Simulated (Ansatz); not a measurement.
I need a single point from a YAML input of YbSn, space group P4/mmm. Use Ansatz 0.2.0 through its Python package. Level of theory: LDA, PAW, cutoff 510 eV, 6×6×5 k-points, cold smearing of 0.15 eV.

Input file `input.yaml`:
```yaml
crystal:
  lattice:
    - [3.50725, 0.0, 0.0]
    - [0.0, 3.50725, 0.0]
    - [0.0, 0.0, 4.4]
  atoms:
    - { symbol: Yb, position: [0.5, 0.5, 0.5] }
    - { symbol: Sn, position: [0.0, 0.0, 0.0] }
kpoints:
  mp_grid: { kspacing: 0.3 }
hamiltonian:
  xc: lda
scf:
  occupations: { method: cold, width: 0.15 }
basis:
  ecutwfc: "510 eV"
output:
  forces: true
```

Script `yaml_run_ybsn.py`:
```python
'''YbSn from YAML text.'''

import ansatz

planned = ansatz.Session.from_deck('input.yaml').plan(threads=1, pin='off')
res = planned.execute()
report = res.report

n_atoms = len(report['lattice']['sites'])
print('F =', round(report['free_energy_ev'], 4), 'eV for', n_atoms, 'atoms')
print('E(sigma -> 0) =', round(report['energy_sigma0_ev'], 4), 'eV, TS =', round(report['entropy_ts_ev'], 5), 'eV')
print('closed by', report['closed_by'], 'after', report['n_iterations'], 'iterations')

# forces in eV per angstrom
print('forces (eV/A)')
for site, force in zip(res.lattice.sites, report['forces_ev_ang']):
    print(f'  {site.symbol:2s} {force[0]:9.4f} {force[1]:9.4f} {force[2]:9.4f}')
```

Output of `python yaml_run_ybsn.py`:
```text
F = -19441.4515 eV for 2 atoms
E(sigma -> 0) = -19441.5244 eV, TS = -0.21875 eV
closed by deck_thresholds after 18 iterations
forces (eV/A)
  Yb    0.0000   -0.0000    0.0000
  Sn    0.0000    0.0000    0.0000
```

Reading the output:
- Absolute energies stand on the zero of these potentials, so only differences at equal settings mean something. A total without «per atom» is that of the cell as typed.
- Semilocal functionals put the nearly full 4f shell of Yb too close to the Fermi level.
- Under cold or Methfessel-Paxton smearing the entropy term is a generalised one and can be negative.
- The mesh is modest for a metal, so energies can be off by several to tens of meV an atom and pressures by half a GPa or more; differences at equal mesh fare better.
- The structure is a deposited one; some such entries were measured under pressure or heat, so a shift against it needn't be the functional's error alone.
- Wall time of the script: 3.9 s on 1 thread of Arm Neoverse V2, with other jobs on the host, peak memory 0.39 GiB.

(Lines on the test bed's own set-up are left out of the output.)
